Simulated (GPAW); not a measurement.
A run of GPAW 26.7.0 is set up as follows.

The input run.py:

```python
from ase.dft.bandgap import bandgap
from ase.io import read, write
from ase.parallel import parprint
from gpaw import GPAW, PW

atoms = read('POSCAR')

calc = GPAW(mode=PW(600),
            xc={'name': '0.650_GGA_X_PBE+1.0_GGA_C_PBE', 'fraction': 0.35, 'omega': 0.0, 'backend': 'pw'},
            kpts={'size': (3, 3, 3), 'gamma': True},
            occupations={'name': 'fermi-dirac', 'width': 0.05},
            nbands=15,
            convergence={'density': 1e-05, 'energy': 1e-05},
            maxiter=60,
            txt='gpaw.txt')
atoms.calc = calc
energy = atoms.get_potential_energy()
calc.write('gs.gpw')
write('result.traj', atoms)
parprint(f'Energy: {energy:.6f} eV')
parprint('Fermi level:', round(calc.get_fermi_level(), 4), 'eV')
parprint(f'Gap: {bandgap(calc)[0]:.4f} eV, direct: {bandgap(calc, direct=True)[0]:.4f} eV')
```

POSCAR

```
MgC2
1.0
    0.0000000000      2.5510100000      2.5510100000
    2.5510100000      0.0000000000      2.5510100000
    2.5510100000      2.5510100000      0.0000000000
Mg C
1 2
Direct
    0.5000000000      0.5000000000      0.5000000000
    0.7500000000      0.7500000000      0.7500000000
    0.2500000000      0.2500000000      0.2500000000
```

Potentials or basis: GPAW PAW data sets (gpaw-data 1.2.1), pw.

Command:

```bash
$ OMP_NUM_THREADS=1 mpirun -n 4 gpaw python run.py
```

Question: What does it give for the band gap on the k mesh?

Answer: 2.75 eV, direct.

Caveat: the k mesh is coarse (spacing up to 0.71 Å⁻¹), so the values aren't converged; exact exchange converges slowly with the k mesh, and this mesh is small; an odd mesh through Γ misses points on the zone boundary, where band edges often lie.
